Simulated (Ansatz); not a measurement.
# Trajectory cell Hf32O64 of baddeleyite HfO2, uniform strain +0.2 %, part 2 of 3

Ansatz 0.2.0, PAW. Earlier steps stand in the parts before.

## 3. Single point with HSE06

in.yaml reads:

```yaml
crystal:
  lattice:
    - [10.212417, 0.000000, -0.028178]
    - [0.000000, 10.373759, 0.000000]
    - [-1.734112, 0.000000, 10.419072]
  atoms:
    - { symbol: Hf, position: [0.135505, 0.038031, 0.099276] }
    - { symbol: Hf, position: [0.138171, 0.024186, 0.604216] }
    - { symbol: Hf, position: [0.147447, 0.536717, 0.106432] }
    - { symbol: Hf, position: [0.139307, 0.524377, 0.598421] }
    - { symbol: Hf, position: [0.649226, 0.038744, 0.098652] }
    - { symbol: Hf, position: [0.636679, 0.032788, 0.601212] }
    - { symbol: Hf, position: [0.655422, 0.543007, 0.114580] }
    - { symbol: Hf, position: [0.632938, 0.522954, 0.605908] }
    - { symbol: Hf, position: [0.363539, 0.273196, 0.150623] }
    - { symbol: Hf, position: [0.364768, 0.274250, 0.640967] }
    - { symbol: Hf, position: [0.370706, 0.784769, 0.137809] }
    - { symbol: Hf, position: [0.360548, 0.777842, 0.652910] }
    - { symbol: Hf, position: [0.868323, 0.295655, 0.149824] }
    - { symbol: Hf, position: [0.857926, 0.271067, 0.651508] }
    - { symbol: Hf, position: [0.873882, 0.781219, 0.150148] }
    - { symbol: Hf, position: [0.863669, 0.769116, 0.654802] }
    - { symbol: Hf, position: [0.370512, 0.485569, 0.396416] }
    - { symbol: Hf, position: [0.368812, 0.481328, 0.896839] }
    - { symbol: Hf, position: [0.360880, 0.990457, 0.400076] }
    - { symbol: Hf, position: [0.355551, 0.986576, 0.892855] }
    - { symbol: Hf, position: [0.866931, 0.503113, 0.400065] }
    - { symbol: Hf, position: [0.861599, 0.493830, 0.898059] }
    - { symbol: Hf, position: [0.852428, 0.995931, 0.394072] }
    - { symbol: Hf, position: [0.859307, 0.991057, 0.890433] }
    - { symbol: Hf, position: [0.133229, 0.238873, 0.350343] }
    - { symbol: Hf, position: [0.122791, 0.250689, 0.845305] }
    - { symbol: Hf, position: [0.155321, 0.739204, 0.353664] }
    - { symbol: Hf, position: [0.140476, 0.728203, 0.850785] }
    - { symbol: Hf, position: [0.642731, 0.239742, 0.347516] }
    - { symbol: Hf, position: [0.635397, 0.239046, 0.841795] }
    - { symbol: Hf, position: [0.631923, 0.743228, 0.356963] }
    - { symbol: Hf, position: [0.640614, 0.737021, 0.858256] }
    - { symbol: O, position: [0.029573, 0.175933, 0.183490] }
    - { symbol: O, position: [0.026198, 0.182082, 0.674652] }
    - { symbol: O, position: [0.040684, 0.683569, 0.169191] }
    - { symbol: O, position: [0.041424, 0.678637, 0.665082] }
    - { symbol: O, position: [0.533958, 0.179991, 0.156175] }
    - { symbol: O, position: [0.536799, 0.182666, 0.659672] }
    - { symbol: O, position: [0.534252, 0.679683, 0.175867] }
    - { symbol: O, position: [0.533019, 0.669926, 0.685181] }
    - { symbol: O, position: [0.475644, 0.428307, 0.085711] }
    - { symbol: O, position: [0.453423, 0.441275, 0.588110] }
    - { symbol: O, position: [0.468796, 0.935455, 0.078710] }
    - { symbol: O, position: [0.469622, 0.931442, 0.586982] }
    - { symbol: O, position: [0.990219, 0.423216, 0.077756] }
    - { symbol: O, position: [0.958999, 0.431569, 0.577694] }
    - { symbol: O, position: [0.967854, 0.926333, 0.059945] }
    - { symbol: O, position: [0.968076, 0.918634, 0.592148] }
    - { symbol: O, position: [0.472196, 0.353281, 0.333621] }
    - { symbol: O, position: [0.468337, 0.333420, 0.836109] }
    - { symbol: O, position: [0.462805, 0.832108, 0.345303] }
    - { symbol: O, position: [0.466157, 0.838113, 0.830269] }
    - { symbol: O, position: [0.978559, 0.357119, 0.325714] }
    - { symbol: O, position: [0.957307, 0.343853, 0.838827] }
    - { symbol: O, position: [0.979171, 0.854307, 0.317433] }
    - { symbol: O, position: [0.955294, 0.815320, 0.842229] }
    - { symbol: O, position: [0.024149, 0.097261, 0.428869] }
    - { symbol: O, position: [0.033593, 0.107342, 0.916234] }
    - { symbol: O, position: [0.039378, 0.605783, 0.427676] }
    - { symbol: O, position: [0.037287, 0.582911, 0.909467] }
    - { symbol: O, position: [0.537449, 0.090915, 0.411606] }
    - { symbol: O, position: [0.534959, 0.095929, 0.917161] }
    - { symbol: O, position: [0.533365, 0.595134, 0.423127] }
    - { symbol: O, position: [0.542983, 0.585823, 0.936436] }
    - { symbol: O, position: [0.226554, 0.407305, 0.234769] }
    - { symbol: O, position: [0.233229, 0.387864, 0.730418] }
    - { symbol: O, position: [0.235493, 0.889550, 0.243630] }
    - { symbol: O, position: [0.228705, 0.879723, 0.733226] }
    - { symbol: O, position: [0.738723, 0.392038, 0.257977] }
    - { symbol: O, position: [0.720091, 0.396458, 0.747916] }
    - { symbol: O, position: [0.722456, 0.898134, 0.233333] }
    - { symbol: O, position: [0.721159, 0.879938, 0.737307] }
    - { symbol: O, position: [0.270908, 0.126697, 0.011362] }
    - { symbol: O, position: [0.280689, 0.137233, 0.500537] }
    - { symbol: O, position: [0.282394, 0.636931, 0.005855] }
    - { symbol: O, position: [0.286186, 0.646460, 0.495187] }
    - { symbol: O, position: [0.785119, 0.132331, 0.005515] }
    - { symbol: O, position: [0.767079, 0.133993, 0.502970] }
    - { symbol: O, position: [0.781723, 0.634878, 0.017826] }
    - { symbol: O, position: [0.772616, 0.636956, 0.509774] }
    - { symbol: O, position: [0.280554, 0.132661, 0.259123] }
    - { symbol: O, position: [0.275357, 0.136287, 0.754467] }
    - { symbol: O, position: [0.278896, 0.645668, 0.255244] }
    - { symbol: O, position: [0.280947, 0.624039, 0.758536] }
    - { symbol: O, position: [0.774636, 0.141367, 0.251941] }
    - { symbol: O, position: [0.778173, 0.124290, 0.748008] }
    - { symbol: O, position: [0.794620, 0.636251, 0.253549] }
    - { symbol: O, position: [0.773555, 0.632585, 0.757623] }
    - { symbol: O, position: [0.221582, 0.373163, 0.484725] }
    - { symbol: O, position: [0.236065, 0.369252, 0.991688] }
    - { symbol: O, position: [0.218238, 0.885840, 0.494422] }
    - { symbol: O, position: [0.216311, 0.873226, 0.987220] }
    - { symbol: O, position: [0.712545, 0.370554, 0.498233] }
    - { symbol: O, position: [0.733880, 0.369913, 0.993540] }
    - { symbol: O, position: [0.716448, 0.887826, 0.486835] }
    - { symbol: O, position: [0.728070, 0.878565, 0.986832] }
kpoints:
  mp_grid: { grid: [1, 1, 1] }
hamiltonian:
  xc: hse06
scf:
  occupations: { method: fermi_dirac, width: 0.01 }
output:
  forces: true
  eigenvalues: true
  populations: true
  eigenstates: { kpoints: [[0, 0, 0]], e_range: [-6.0, 6.0], localisation: true }
```

Output:

```text
Pseudopotentials: kind: paw
Functional definition: HSE06
  parameter a = 0.25
  parameter omega = 0.11/bohr
  exchange = pbe_x - a*pbe_x_sr(omega) + a*exact_x_sr(omega)
  correlation = pbe_c
Crystal: 96 atoms, lattice volume = 1103.302 Å³
Basis set: ecut = 420 eV, 21631 PW (Γ), exchange–correlation on 144×144×144 points (8 copies of the dense FFT grid, shifted against one another)
Bands: 730, of which v1, the nominal top of the filled ones, is band 608 counted from 1 (607 counted from 0)
Symmetry: 1 space group operations
Space group: P1 (ITA 1), of the structure as read, at distance tolerance 1.0e-4 Å
k-points: 1
Non-local potential: Hf, projectors of the file, l = 0: 3, l = 1: 2, l = 2: 2, l = 3: 3
Non-local potential: O, projectors of the file, l = 0: 2, l = 1: 2, l = 2: 1
PAW form: soft (Blöchl's): semilocal exchange-correlation on the pseudo side does not see the compensation charge
PAW frozen core: Hf, regenerated for the run's functional, and the local potential with it (the file was generated under x = pbe(κ = 0.804, μ = 0.2195149727645171), c = pbe(β = 0.06672455060314922))
PAW frozen core: O, regenerated for the run's functional, and the local potential with it (the file was generated under x = pbe(κ = 0.804, μ = 0.2195149727645171), c = pbe(β = 0.06672455060314922))
PAW one-centre angular grid: Hf, 590 points (default); XC on 64 Gauss nodes
PAW one-centre angular grid: O, 110 points (default); XC on 96 Gauss nodes
Initial density: superposition of atomic densities (neutral atoms: chi_scale 0, normalization atom), corrected by the library's trained network
Initial wavefunctions: pseudopotential atomic-orbital guess
Functional: x = pbe(κ = 0.804, μ = 0.2195149727645171), c = pbe(β = 0.06672455060314922), warm-up for x = pbe(κ = 0.804, μ = 0.2195149727645171) + 0.25 (exact − pbe) at short range (hse, ω = 0.20786987370883472 Å⁻¹), c = pbe(β = 0.06672455060314922); HSE06 as pw.x's `hse` composes it (authors' and Libxc's form: `xc: wpbeh`)
SCF iter   1: F=—  HF=-539566.049578 eV  |F-HF|=—  |Δ(HF+E_count)|=         —  Δρ=3.38e-3  dr2=7.21e-2  ethr=1.77e-3  ⟨swp⟩=6.0  Hψ=2903  notcnv=0
preconditioner: auto → none  [insulator: Δε(μ)=3.704 eV  Ē_g=18.084 eV  σ=0.010 eV  W_gap=1.00  n_scr=410 (ndim 8)  ℏωp=37.9 eV  f_vac=0.075  D(μ)=0.00/eV (n_scr^D=0)]
SCF iter   2: F=—  HF=-539566.087539 eV  |F-HF|=—  |Δ(HF+E_count)|=   3.80e-2  Δρ=2.10e-3  dr2=4.49e-2  ethr=5.93e-6  ⟨swp⟩=9.0  Hψ=2809  notcnv=0  defer=6
SCF iter   3: F=—  HF=-539566.081791 eV  |F-HF|=—  |Δ(HF+E_count)|=   5.75e-3  Δρ=1.12e-3  dr2=7.99e-3  ethr=3.69e-6  ⟨swp⟩=8.0  Hψ=2027  notcnv=0  defer=21
SCF iter   4: F=—  HF=-539566.084102 eV  |F-HF|=—  |Δ(HF+E_count)|=   2.31e-3  Δρ=5.00e-4  dr2=1.41e-3  ethr=6.57e-7  ⟨swp⟩=7.0  Hψ=1931  notcnv=0  defer=5
iter 5 solved again at ethr=8.99e-9 eV; its pass at ethr=1.16e-7 eV (dr2=1.09e-4 eV) is discarded
SCF iter   5: F=-539566.084678 eV  HF=-539566.084640 eV  |F-HF|=3.72e-5  |Δ(HF+E_count)|=   5.38e-4  Δρ=1.38e-4  dr2=1.13e-4  ethr=8.99e-9  ⟨swp⟩=5.0  Hψ=3328  notcnv=0  defer=4
SCF 1 stopped early in 5 iterations: F = -539566.084678 eV  dr2 = 1.13e-4
Initial density: handed on by an earlier stage of this run
Initial wavefunctions: those handed on with the density
Functional: x = pbe(κ = 0.804, μ = 0.2195149727645171) + 0.25 (exact − pbe) at short range (hse, ω = 0.20786987370883472 Å⁻¹), c = pbe(β = 0.06672455060314922); HSE06 as pw.x's `hse` composes it (authors' and Libxc's form: `xc: wpbeh`)
Exchange kernel: α = 0.2500, screened, ω = 0.2079 Å⁻¹, Wigner–Seitz truncation, v(0) = 922.4338 eV·Å³, q-mesh 1×1×1, nearest image of the exchange supercell L = 10.21 Å, pair-density grid 50×50×50, without the augmentation charges, whose exchange is taken in its separable form (sized by the pseudopotential files, 72×72×72 at the most), smooth part of the exact exchange by density-matrix convolutio [...]
Frozen-core exchange: fock
SCF iter   1: F=—  HF=-539573.108899 eV  |F-HF|=—  |Δ(HF+E_count)|=         —  Δρ=1.11e-2  dr2=1.56e0  ethr=9.32e-8  ⟨swp⟩=7.0  Hψ=4104  notcnv=0
preconditioner: auto → none  [insulator: Δε(μ)=5.515 eV  Ē_g=21.545 eV  σ=0.010 eV  W_gap=1.00  n_scr=410 (ndim 8)  ℏωp=37.9 eV  f_vac=0.077  D(μ)=0.00/eV (n_scr^D=0)]
SCF iter   2: F=—  HF=-539571.377270 eV  |F-HF|=—  |Δ(HF+E_count)|=    1.73e0  Δρ=7.80e-3  dr2=4.37e-1  ethr=9.32e-8  ⟨swp⟩=6.0  Hψ=3744  notcnv=0
SCF iter   3: F=—  HF=-539571.268713 eV  |F-HF|=—  |Δ(HF+E_count)|=   1.09e-1  Δρ=2.42e-3  dr2=1.09e-1  ethr=9.32e-8  ⟨swp⟩=6.0  Hψ=3268  notcnv=0
SCF iter   4: F=—  HF=-539571.849843 eV  |F-HF|=—  |Δ(HF+E_count)|=   5.81e-1  Δρ=1.87e-3  dr2=4.25e-2  ethr=9.32e-8  ⟨swp⟩=5.0  Hψ=3402  notcnv=0
[... 4 lines left out ...]
SCF 2 stopped early in 8 iterations: F = -539571.832171 eV  dr2 = 1.28e-4
  Residual-converged pass: ⟨swp⟩=4.0  Hψ=2181  notcnv=0  max |occ|·‖R‖ = 5.3e-6 eV (tolerance 6.7e-6 eV)  dr2=1.31e-4  dr2_onsite=4.94e-6  max |Δocc| = 0.0e0
hybrid outer 1: dexx = +6.114e-1 eV, tail = 1.62e-2 eV
[... 1 line left out ...]
preconditioner: auto → none  [insulator: Δε(μ)=5.285 eV  Ē_g=21.294 eV  σ=0.010 eV  W_gap=1.00  n_scr=410 (ndim 8)  ℏωp=37.9 eV  f_vac=0.082  D(μ)=0.00/eV (n_scr^D=0)]
[... 1 line left out ...]
SCF iter   3: F=—  HF=-539571.802126 eV  |F-HF|=—  |Δ(HF+E_count)|=   4.48e-6  Δρ=2.75e-5  dr2=3.71e-6  ethr=2.69e-9  ⟨swp⟩=4.0  Hψ=1572  notcnv=0
SCF iter   4: F=—  HF=-539571.802138 eV  |F-HF|=—  |Δ(HF+E_count)|=   1.12e-5  Δρ=1.82e-5  dr2=1.56e-6  ethr=2.36e-10  ⟨swp⟩=11.0  Hψ=2441  notcnv=0  defer=3
SCF iter   5: F=—  HF=-539571.802137 eV  |F-HF|=—  |Δ(HF+E_count)|=   2.88e-7  Δρ=6.34e-6  dr2=2.09e-7  ethr=1.26e-10  ⟨swp⟩=4.0  Hψ=1641  notcnv=0
SCF iter   6: F=—  HF=-539571.802137 eV  |F-HF|=—  |Δ(HF+E_count)|=   1.65e-8  Δρ=2.89e-6  dr2=7.72e-8  ethr=1.97e-11 (applied; sched 1.49e-11)  ⟨swp⟩=3.0  Hψ=1761  notcnv=0
SCF iter   7: F=—  HF=-539571.802137 eV  |F-HF|=—  |Δ(HF+E_count)|=   1.40e-9  Δρ=5.71e-7  dr2=1.60e-8  ethr=8.16e-12 (applied; sched 4.02e-12)  ⟨swp⟩=3.0  Hψ=1339  notcnv=0
SCF iter   8: F=—  HF=-539571.802138 eV  |F-HF|=—  |Δ(HF+E_count)|=   1.75e-7  Δρ=1.50e-6  dr2=2.29e-8  ethr=8.29e-12 (applied; sched 1.00e-12)  ⟨swp⟩=7.0  Hψ=1560  notcnv=0
SCF iter   9: F=-539571.802138 eV  HF=-539571.802138 eV  |F-HF|=5.82e-10  |Δ(HF+E_count)|=   6.87e-9  Δρ=3.42e-7  dr2=7.80e-10  ethr=8.16e-12 (applied; sched 1.00e-12)  ⟨swp⟩=4.0  Hψ=1358  notcnv=0
SCF 3 converged in 9 iterations: F = -539571.802138 eV  dr2 = 7.80e-10
  Residual-converged pass: ⟨swp⟩=3.0  Hψ=1752  notcnv=0  max |occ|·‖R‖ = 1.0e-6 eV (tolerance 1.5e-6 eV)  dr2=7.42e-10  dr2_onsite=2.59e-10  max |Δocc| = 0.0e0
[... from here the SCF cycle lines were not kept, up to the last twenty ...]
hybrid outer 2: dexx = +7.390e-5 eV, tail = 1.97e-6 eV, Δε = 1.19e-2 eV (about 3.17e-4 eV left of the loop's levels), ΔF = 1.58e-2 eV/Å (tail 3.27e-3)
SCF iter   1: F=—  HF=-539571.802130 eV  |F-HF|=—  |Δ(HF+E_count)|=         —  Δρ=3.73e-6  dr2=1.12e-7  ethr=8.12e-10  ⟨swp⟩=18.0  Hψ=2105  notcnv=0
preconditioner: auto → none  [insulator: Δε(μ)=5.287 eV  Ē_g=21.296 eV  σ=0.010 eV  W_gap=1.00  n_scr=410 (ndim 8)  ℏωp=37.9 eV  f_vac=0.082  D(μ)=0.00/eV (n_scr^D=0)]
SCF iter   2: F=—  HF=-539571.802130 eV  |F-HF|=—  |Δ(HF+E_count)|=   2.81e-8  Δρ=1.14e-6  dr2=9.65e-9  ethr=2.10e-11 (applied; sched 8.44e-12)  ⟨swp⟩=4.0  Hψ=1883  notcnv=0
SCF iter   3: F=-539571.802130 eV  HF=-539571.802130 eV  |F-HF|=2.91e-9  |Δ(HF+E_count)|=   4.32e-8  Δρ=5.41e-7  dr2=2.83e-9  ethr=8.16e-12 (applied; sched 1.00e-12)  ⟨swp⟩=11.0  Hψ=1386  notcnv=0
SCF 4 converged in 3 iterations: F = -539571.802130 eV  dr2 = 2.83e-9
  Residual-converged pass: ⟨swp⟩=3.0  Hψ=1781  notcnv=0  max |occ|·‖R‖ = 8.5e-7 eV (tolerance 1.5e-6 eV)  dr2=3.48e-9  dr2_onsite=1.87e-9  max |Δocc| = 0.0e0
hybrid outer 3: dexx = +4.864e-8 eV, tail = 1.38e-8 eV, Δε = 1.01e-4 eV (about 1.18e-5 eV left of the loop's levels), ΔF = 3.72e-4 eV/Å (tail 5.75e-4)
NSCF: frozen V_eff on 1 k-points
hybrid SCF converged: 3 outer / 20 inner (+5 warm-up), last move |dexx| = 4.86e-8 eV, tail = 1.38e-8 eV
Stability not checked: this state was not tested for a lower state beside it, because the functional holds exact exchange (a hybrid, or Hartree-Fock), whose exchange loop this test does not read (fock_operator; see scf.lower_state_search)
Free energy (F): -539571.802130 eV
Harris-Foulkes:  -539571.802130 eV  (|F-HF|=2.91e-9)
Internal energy: -539571.802130 eV  (E = F + TS)
E sigma→0 (E₀):  -539571.802130 eV
Fermi energy:    16.118011 eV
--- Per-component energies (eV) ---
  E_band       = -2999.362273
  E_kinetic    = 24690.087404
  E_local      = -196472.410011  (includes V_loc(G=0)·N_el)
  E_nonlocal   = -37249.329554
  E_hartree    = 89896.666451
  E_xc         = -11356.431925
  E_vxc        = -11507.025222  (∫ρ·V_xc dr)
  E_exx        = -4948.129192  (= α·E_x^exact, valence–valence)
  E_paw        = -229393.530346  (= ΣΔE_a)
  E_vpaw       = 47642.072584  (= ΣTr[D̂ρ^β])
  E_aug_tail   = 0.157813  (compensation charges beyond the density's cutoff)
  E_ewald      = -174774.041313
  E_core_change = 35.158468  (= ΣΔE_core)
  E_smearing   = -0.000000  (= −TS)
  E_closure    = 0.000076  (closes the sum)
  Σ components = -539571.802130   (vs F -539571.802130, Δ=1.16e-10)
--- Forces (eV/Å), atoms counted from 1 ---
  atom   1  Hf    -0.49083670    -1.71628538     0.51802510
  atom   2  Hf    -0.82536738     0.30592304    -0.64256349
  atom   3  Hf     0.50569435     0.80407440    -1.02981499
  atom   4  Hf     0.42819529     0.90343110     0.07797163
  atom   5  Hf    -1.16281659    -0.79954780    -0.82878481
  atom   6  Hf     0.18384001    -2.36266004    -0.74939000
  atom   7  Hf    -3.50795558    -2.69635423    -0.91572400
  atom   8  Hf     0.32466604     1.49938498    -0.03246750
  atom   9  Hf     0.66857267     1.84577178    -1.57854958
  atom  10  Hf    -1.65806281     0.78654660     0.01492458
  atom  11  Hf    -1.81645071     0.25912452     1.10030323
  atom  12  Hf     1.95738165    -0.76802403    -1.58334962
  atom  13  Hf     0.51544870    -1.15107127    -0.62958566
  atom  14  Hf    -0.78074212     2.31434382    -1.77770410
  atom  15  Hf     0.24617226     2.27083924    -0.76908278
  atom  16  Hf     0.19033916     1.27753431    -0.65880810
  atom  17  Hf    -2.17572752     2.15989195    -0.41410162
  atom  18  Hf     0.53722976     0.27925415     1.60209740
  atom  19  Hf     0.82810030    -0.48709602    -0.60521741
  atom  20  Hf     1.12677529     0.79690430     0.89244189
  atom  21  Hf     0.31969971    -1.08967380     0.69660135
  atom  22  Hf    -0.24617437    -0.01380413     0.48159795
  atom  23  Hf     1.26306624    -1.78934360    -0.19911392
  atom  24  Hf     0.68755560    -2.04956169     0.71856272
  atom  25  Hf     0.59111277    -0.45975942     1.15546836
  atom  26  Hf     3.07759691    -0.45867503     1.51321940
  atom  27  Hf    -1.51065142     1.61109644    -0.51613679
  atom  28  Hf    -0.65575046     0.73666690     0.40858337
  atom  29  Hf    -1.16547297     0.39994129     0.78499686
  atom  30  Hf     0.13282180    -0.20625311     2.73846490
  atom  31  Hf     0.29733844     0.47038666     0.29756530
  atom  32  Hf    -0.46517164     0.11984591    -0.38222261
  atom  33  O      0.49405294    -0.78982755    -1.41378486
  atom  34  O      1.07335978    -0.82715162    -0.90410482
  atom  35  O      0.69389008    -1.13626532    -0.18001025
  atom  36  O      0.25277761    -0.64769218     0.46686989
  atom  37  O      0.39701954     0.33803128     1.46073306
  atom  38  O      0.54439592     0.43829035     0.51753008
  atom  39  O      1.81358057    -0.39024659     0.19598755
  atom  40  O      0.16930612    -0.13017063    -0.66701843
  atom  41  O     -0.42649411    -0.25102296     0.06824922
  atom  42  O      0.01541754    -1.09356766    -0.31812022
  atom  43  O     -0.44362491    -0.56218392    -0.43839048
  atom  44  O     -1.28789976    -0.41035758    -0.45898669
  atom  45  O     -2.49312685    -0.33645660    -0.25964019
  atom  46  O      0.30853609    -0.39241764     0.47663572
  atom  47  O      0.35741799     0.45899265     1.09954743
  atom  48  O     -0.13294820     1.23045185    -0.79353452
  atom  49  O      0.80074757    -2.46973397    -1.05032847
  atom  50  O     -0.11435891     0.13435277    -1.18491624
  atom  51  O     -0.01895637     0.65875309    -0.83363549
  atom  52  O     -0.55586079     0.54085293     0.68642797
  atom  53  O     -0.87486389     0.56879397     0.14892750
  atom  54  O     -0.40529602    -0.43147898    -1.68461503
  atom  55  O     -1.37831602     0.61699954     0.71194188
  atom  56  O      0.47707067     1.19693750    -0.88011770
  atom  57  O      0.93145160     0.56879231     0.33654650
  atom  58  O     -0.89684169    -1.61980481     0.57369361
  atom  59  O     -0.48651871    -0.86094892    -0.56524202
  atom  60  O      0.59280989    -0.19536416     0.67285621
  atom  61  O     -0.58545062    -0.06049089     0.13186088
  atom  62  O      0.00364936    -0.63081202    -0.62723930
  atom  63  O      0.83506186    -0.30755537     0.34465868
  atom  64  O      0.54266648     0.96665538    -0.94969136
  atom  65  O      0.79314642    -2.16622844     1.45980930
  atom  66  O     -0.96128457    -0.21736730     0.76884074
  atom  67  O     -0.16604888     1.17111777    -0.79750347
  atom  68  O     -1.13497034     1.39945290     1.57943654
  atom  69  O     -0.37914098     1.02098646    -1.35528528
  atom  70  O      0.40103969    -1.05081328    -0.35475014
  atom  71  O      0.54774749    -0.59203908     1.09496728
  atom  72  O      0.18679436     1.25241386     0.06989203
  atom  73  O      0.87173034     0.71088140    -0.34508118
  atom  74  O     -0.86292421     0.06546169     1.00698829
  atom  75  O     -0.12037204    -0.02668326    -0.07767024
  atom  76  O     -0.58026826    -0.68542624     1.97107768
  atom  77  O     -0.11086268     0.60596097    -0.44540329
  atom  78  O      1.36832482     0.92259534     0.24235285
  atom  79  O      0.81464187     0.24741791    -1.22310834
  atom  80  O     -0.02384120     0.02793303    -0.24996949
  atom  81  O     -0.74000833     0.56113693    -0.07691102
  atom  82  O     -0.47200063    -1.23617353    -0.01923824
  atom  83  O      0.93551498    -1.55728001    -0.35445930
  atom  84  O     -0.24787084     0.11148742    -0.39536943
  atom  85  O      0.51882780    -0.50204116     0.65305862
  atom  86  O     -0.65431433     0.74860574     0.49629222
  atom  87  O     -1.29582151     0.01287265     1.47666239
  atom  88  O     -0.00283462    -1.26724074     0.77129775
  atom  89  O      0.54247408     0.90696050     0.37084610
  atom  90  O     -0.14374446     0.63468595    -0.67514887
  atom  91  O      0.77490164    -0.01775685    -0.26029958
  atom  92  O      1.03760363     0.68651369    -0.35110490
  atom  93  O      0.69087979     0.47660968     0.14957758
  atom  94  O      0.12267665     1.24016190     0.48763326
  atom  95  O      0.90869484    -0.69897963    -0.20157032
  atom  96  O     -0.24175720     0.24762397     0.21296233
  max |Σ_I F_I| component: 1.19e-4 eV/Å
--- Band table (eV) ---
  k-point 0: bands = [... 596 lower levels ..., "12.6984", "12.7341", "12.7680", "12.7754", "12.8116", "12.8624", "12.9371", "12.9772", "13.0114", "13.1027", "13.2379", "13.4747", "18.7613", "19.0019", "19.0324", "19.1750", "19.2019", "19.3146", "19.3341", "19.4501", "19.4864", "19.5574", "19.6329", "19.6920", ... 110 higher levels ...]
--- Löwdin populations: 96 sites ---
  site symbol       q [e]
     0     Hf     24.4199
     1     Hf     24.4182
[... 94 atoms left out ...]
  spilling = 0.002809 (of n_electrons = 1216.000000)
```

Wall time 68 s (1 × data-centre GPU with 11 threads, shared host); peak host memory 4.6 GiB.

Spacing of the frontier levels at the Γ point alone: 5.29 eV (13.475 to 18.761 eV).

The states next to the gap (eigenstates.tsv), from the top filled level:

| level (eV) | spin | filling | atoms sharing it | main element | its share | largest atom |
| --- | --- | --- | --- | --- | --- | --- |
| -0.37 | both | 2.00 | 23.0 | O | 0.95 | O41 (0.16) |
| -0.24 | both | 2.00 | 9.8 | O | 0.97 | O47 (0.20) |
| 0.00 | both | 2.00 | 3.6 | O | 0.97 | O41 (0.51) |
| 5.29 | both | 0.00 | 43.5 | Hf | 0.59 | – |
| 5.53 | both | 0.00 | 35.2 | Hf | 0.58 | – |
| 5.56 | both | 0.00 | 39.7 | Hf | 0.58 | – |
| 5.70 | both | 0.00 | 45.1 | Hf | 0.59 | – |
| 5.73 | both | 0.00 | 29.1 | Hf | 0.58 | Hf14 (0.13) |

[end of part 2 of 3]
